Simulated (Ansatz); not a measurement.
# SnO: a single-point run

Wanted: a converged single-point run for SnO, and a check of what comes out. The structure is shown as the input types it. The cell is built on a prototype (h-MgO type) and needn't be the phase found in nature.

Program: Ansatz 0.2.0. Level of theory: density functional or hybrid calculation with the settings of its input, plane waves (as first typed). These are calculated values, not measurements.

3 further runs of the same task are left out: 3 that didn't finish.

## 1. Starting point

The structure is hexagonal, space group P6_3/mmc (No. 194). The conventional cell has a = 4.125 Å, b = 4.125 Å, c = 5.185 Å, α = 90.00°, β = 90.00°, γ = 120.00°. Around Sn (site symmetry -6m2) lie 5 O at 2.38 to 2.59 Å. Around O (site symmetry -6m2) lie 5 Sn at 2.38 to 2.59 Å.

Structure file:

```cif
data_structure
_symmetry_space_group_name_H-M 'P 1'
_symmetry_Int_Tables_number 1
_cell_length_a 4.1255
_cell_length_b 4.1255
_cell_length_c 5.1854
_cell_angle_alpha 90.000
_cell_angle_beta 90.000
_cell_angle_gamma 120.000
_cell_volume 76.43
loop_
_atom_site_label
_atom_site_type_symbol
_atom_site_fract_x
_atom_site_fract_y
_atom_site_fract_z
_atom_site_occupancy
Sn1 Sn 0.33333 0.66667 0.25000 1
Sn2 Sn 0.66667 0.33333 0.75000 1
O1 O 0.66667 0.33333 0.25000 1
O2 O 0.33333 0.66667 0.75000 1
```

## 2. The calculation

The input, input.yaml:

```yaml
crystal:
  lattice:
    - [4.125499313, 0.0, 0.0]
    - [-2.0627496565, 3.5727872084, 0.0]
    - [0.0, 0.0, 5.1854029691]
  atoms:
    - { symbol: Sn, position: [0.3333333333, 0.6666666667, 0.25] }
    - { symbol: Sn, position: [0.6666666667, 0.3333333333, 0.75] }
    - { symbol: O, position: [0.6666666667, 0.3333333333, 0.25] }
    - { symbol: O, position: [0.3333333333, 0.6666666667, 0.75] }
kpoints:
  mp_grid: { grid: [6, 6, 2] }
hamiltonian:
  xc: hse06
scf:
  occupations: { method: fixed }
  n_extra_bands: 5
  max_iter: 69
output:
  forces: true
  stress: true
  eigenvalues: true
basis:
  ecutrho_ratio: 1
```

On the command line:

```sh
$ ansatz run input.yaml --threads 4 --pin off --max-ram 3686MiB --backend cpu --events-out ev --progress --plain --runs-dir out
```

Q: Will this input give a usable result? If not, why, and what should change?

The program finished normally, with warnings (cutoff below recommended, stress exchange threshold loose, stress scf threshold loose). Its log warns: «basis.ecutrho_ratio = 1 (ecutrho = 420 eV) is below the records' recommended 1680 eV»

In the input, basis.ecutrho_ratio is 1. The grid or cutoff for the density and potential is too coarse for the wavefunction basis: a density holds Fourier components up to twice the waves' wavevector.

The test: delete basis.ecutrho_ratio (the default then holds).
